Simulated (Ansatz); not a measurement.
# C3H9FHfS3: how energies converge with the basis set

An exercise on one series of results from a longer session: the logs are not shown, and one member is left open.

Method: one geometry, several basis sets; program: Ansatz 0.2.0, Gaussian basis.

The runs, in order: PBE0-D4/def2-SVP; ωB97M-V/def2-SVP; PBE0-D4/def2-QZVPP; ωB97M-V/def2-QZVPP; the functionals' def2-TZVPP values are taken from earlier runs.

## The geometry

All runs share one geometry, relaxed beforehand with PBE0-D4 in a triple-zeta def2 set. Hf takes the def2 core potential; no spin-orbit term is included.

SMILES `C[S][Hf]([F])([S]C)[S]C`, 17 atoms, charge 0, spin multiplicity 1.

Atoms are counted from 1 here; the program's logs count them from 0.

Bond lengths: C1–S2 1.824 Å, C1–H9 1.089 Å, C1–H10 1.090 Å, C1–H11 1.089 Å, S2–Hf3 2.428 Å, Hf3–F4 1.895 Å, Hf3–S5 2.428 Å, Hf3–S7 2.428 Å, S5–C6 1.824 Å, C6–H12 1.090 Å, C6–H13 1.089 Å, C6–H14 1.089 Å, S7–C8 1.824 Å, C8–H15 1.089 Å, C8–H16 1.090 Å, C8–H17 1.089 Å. Angles: S2–C1–H9 107.0°, S2–C1–H10 111.3°, S2–C1–H11 110.6°, H9–C1–H10 108.3°, H9–C1–H11 109.4°, H10–C1–H11 110.0°, C1–S2–Hf3 103.5°, S2–Hf3–F4 110.9°, S2–Hf3–S5 108.0°, S2–Hf3–S7 108.0°, F4–Hf3–S5 110.9°, F4–Hf3–S7 110.9°, S5–Hf3–S7 108.0°, Hf3–S5–C6 103.6°, S5–C6–H12 111.3°, S5–C6–H13 107.0°, S5–C6–H14 110.7°, H12–C6–H13 108.3° and more.

The first run:

in.yaml reads:

```yaml
crystal:
  periodic: [false, false, false]
  atoms:
    - {symbol: C, position_ang: [-1.933670, -1.261206, -0.059818]}
    - {symbol: S, position_ang: [-1.144982, -1.488714, -1.689100]}
    - {symbol: Hf, position_ang: [1.183022, -0.940982, -1.272668]}
    - {symbol: F, position_ang: [2.317621, -1.842057, -2.493377]}
    - {symbol: S, position_ang: [1.435914, 1.465206, -1.471227]}
    - {symbol: C, position_ang: [-0.177429, 2.112815, -0.917898]}
    - {symbol: S, position_ang: [1.704455, -1.565636, 1.014410]}
    - {symbol: C, position_ang: [1.178337, -0.113442, 1.985312]}
    - {symbol: H, position_ang: [-2.986989, -1.513572, -0.177230]}
    - {symbol: H, position_ang: [-1.864538, -0.225097, 0.273045]}
    - {symbol: H, position_ang: [-1.483470, -1.921210, 0.679855]}
    - {symbol: H, position_ang: [-0.359898, 1.876704, 0.130929]}
    - {symbol: H, position_ang: [-0.139394, 3.196469, -1.023640]}
    - {symbol: H, position_ang: [-0.982444, 1.717185, -1.535054]}
    - {symbol: H, position_ang: [1.426908, -0.318396, 3.026054]}
    - {symbol: H, position_ang: [0.101241, 0.040918, 1.913832]}
    - {symbol: H, position_ang: [1.706214, 0.780317, 1.656677]}
basis:
  gaussian: {orbitals: def2-SVP}
hamiltonian: {xc: pbe0, dispersion: d4}
output: {orbitals: {seedname: orbitals}}
```

On the command line:

```bash
$ ansatz run in.yaml --threads 4 --pin off --events-out ev --progress --plain --max-ram 66560MiB --backend cpu
```

Among the steps run: PBE0-D4 in def2-SVP; ωB97M-V in def2-SVP; PBE0-D4 in def2-QZVPP; ωB97M-V in def2-QZVPP.

One table of the session follows, with a row left open; its other results are not shown here.

It belongs to the step «Functionals by basis». 

| functional | basis | HOMO (eV) | LUMO (eV) |
| --- | --- | --- | --- |
| PBE0-D4 | def2-SVP | -7.09 | -1.57 |
| PBE0-D4 | def2-TZVPP | -7.05 | -1.55 |
| PBE0-D4 | def2-QZVPP | ? | ? |
| ωB97M-V | def2-SVP | -9.14 | 0.43 |
| ωB97M-V | def2-TZVPP | -9.14 | 0.42 |
| ωB97M-V | def2-QZVPP | -9.16 | 0.35 |

**Question.** Estimate the row for PBE0-D4, def2-QZVPP.

The run gave: HOMO (eV): -7.06; LUMO (eV): -1.58. In the column «HOMO (eV)» it lies between PBE0-D4, def2-SVP (-7.09) and PBE0-D4, def2-TZVPP (-7.05).
